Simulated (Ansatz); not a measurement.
**AlH₉O₃Si₃: vertical ionisation energy**

How much energy removes an electron from AlH₉O₃Si₃ at fixed geometry? The cation is run at each level and the neutral's energy taken from earlier runs.

Method: unrestricted cation, the program's frozen cores in correlated methods; program: Ansatz 0.2.0, Gaussian basis.

Levels to be run: UKS PBE-D4/def2-TZVPP; UKS r2SCAN-D4/def2-TZVPP; UKS PBE0-D4/def2-TZVPP; UKS B3LYP-D4/def2-TZVPP; UKS wB97X-V/def2-TZVPP; UKS wB97M-V/def2-TZVPP; UKS B2PLYP/def2-TZVPP; UHF-CCSD(T)/def2-TZVPP; UHF-MP2/def2-QZVPP; extrapolation to the limit; then −ε(HOMO) from the neutral's earlier runs with LDA (SPW92), PBE-D4, revPBE-D4, BLYP-D4, r2SCAN-D4, B97M-V, PBE0-D4, B3LYP-D4, r2SCANh-D4, r2SCAN0-D4, HSE06-D4, BHLYP-D4, CAM-B3LYP-D4, LC-ωPBE, ωB97X-V, ωB97M-V.

## Step 1: The relaxed structure

All runs share one geometry, relaxed beforehand with PBE0-D4 in a triple-zeta def2 set.

SMILES `[SiH3][O][Al]([O][SiH3])[O][SiH3]`, 16 atoms, charge 0, spin multiplicity 1.

Atoms are counted from 1 here; the program's logs count them from 0.

Bond lengths: Si1–O2 1.624 Å, Si1–H8 1.486 Å, Si1–H9 1.488 Å, Si1–H10 1.487 Å, O2–Al3 1.669 Å, Al3–O4 1.669 Å, Al3–O6 1.668 Å, O4–Si5 1.624 Å, Si5–H11 1.486 Å, Si5–H12 1.487 Å, Si5–H13 1.488 Å, O6–Si7 1.624 Å, Si7–H14 1.486 Å, Si7–H15 1.488 Å, Si7–H16 1.487 Å. Angles: O2–Si1–H8 109.7°, O2–Si1–H9 110.6°, O2–Si1–H10 109.7°, H8–Si1–H9 108.8°, H8–Si1–H10 109.0°, H9–Si1–H10 108.8°, Si1–O2–Al3 167.9°, O2–Al3–O4 120.0°, O2–Al3–O6 120.0°, O4–Al3–O6 120.0°, Al3–O4–Si5 167.0°, O4–Si5–H11 109.7°, O4–Si5–H12 109.7°, O4–Si5–H13 110.7°, H11–Si5–H12 109.0°, H11–Si5–H13 108.8°, H12–Si5–H13 108.8°, Al3–O6–Si7 168.3° and more.

## Step 2: Cation, UKS PBE-D4/def2-TZVPP

The input, in.yaml:

```yaml
crystal:
  periodic: [false, false, false]
  atoms:
    - {symbol: Si, position_ang: [2.713965, -0.092744, 1.811712]}
    - {symbol: O, position_ang: [1.461384, -0.099704, 0.778399]}
    - {symbol: Al, position_ang: [-0.009634, 0.002210, -0.002600]}
    - {symbol: O, position_ang: [-0.125944, -0.397696, -1.618512]}
    - {symbol: Si, position_ang: [0.121702, -0.855037, -3.156932]}
    - {symbol: O, position_ang: [-1.364698, 0.503675, 0.831537]}
    - {symbol: Si, position_ang: [-2.838022, 0.941652, 1.355107]}
    - {symbol: H, position_ang: [3.429654, -1.393673, 1.741958]}
    - {symbol: H, position_ang: [2.242331, 0.121214, 3.206199]}
    - {symbol: H, position_ang: [3.656352, 0.999086, 1.451189]}
    - {symbol: H, position_ang: [-0.793507, -1.974609, -3.501116]}
    - {symbol: H, position_ang: [-0.145545, 0.287924, -4.069130]}
    - {symbol: H, position_ang: [1.525881, -1.306003, -3.351402]}
    - {symbol: H, position_ang: [-3.173673, 0.193038, 2.594642]}
    - {symbol: H, position_ang: [-3.869385, 0.649139, 0.323897]}
    - {symbol: H, position_ang: [-2.853562, 2.398828, 1.649252]}
basis:
  gaussian: {orbitals: def2-TZVPP}
total_charge: 1
magnetization: {spin_polarized: true, initial_magnetization: 1}
hamiltonian: {xc: pbe, dispersion: d4}
```

On the command line:

```sh
$ ansatz run in.yaml --threads 2 --pin off --events-out ev --progress --plain --max-ram 22528MiB --backend cuda --devices 0, --max-vram 18GiB
```

The runs that follow: Cation, UKS r2SCAN-D4/def2-TZVPP; Cation, UKS PBE0-D4/def2-TZVPP; Cation, UKS B3LYP-D4/def2-TZVPP; Cation, UKS wB97X-V/def2-TZVPP; Cation, UKS wB97M-V/def2-TZVPP; Cation, UKS B2PLYP (frozen core)/def2-TZVPP; Cation, UHF-CCSD(T)/def2-TZVPP; Cation, UHF-MP2/def2-QZVPP.

**Question.** What will the summary of the whole plan be? Wanted: ionisation energy, CCSD(T)/def2-TZVPP; nearest functional by difference; nearest −ε(HOMO); −ε(HOMO) of PBE; T1 of the cation.

**Answer**, as computed:

| quantity | value |
| --- | --- |
| ionisation energy, CCSD(T)/def2-TZVPP | 11.24 eV |
| nearest functional by difference | ωB97X-V (-0.24 eV) |
| nearest −ε(HOMO) | LC-ωPBE (+0.15 eV) |
| −ε(HOMO) of PBE | 7.17 eV |
| T1 of the cation | 0.064 |

What this shows: By cation minus neutral, the functionals miss by 1.87 eV at most. −ε(HOMO) of PBE misses by 4.1 eV, since self-interaction lifts the level. Among orbital estimates LC-ωPBE comes nearest. Hartree-Fock falls 0.73 eV short, as the neutral has more correlation energy than the cation. The cation's T1 (from the report) is 0.064, above the customary mark of 0.045 for open shells, so the coupled-cluster value is less safe.
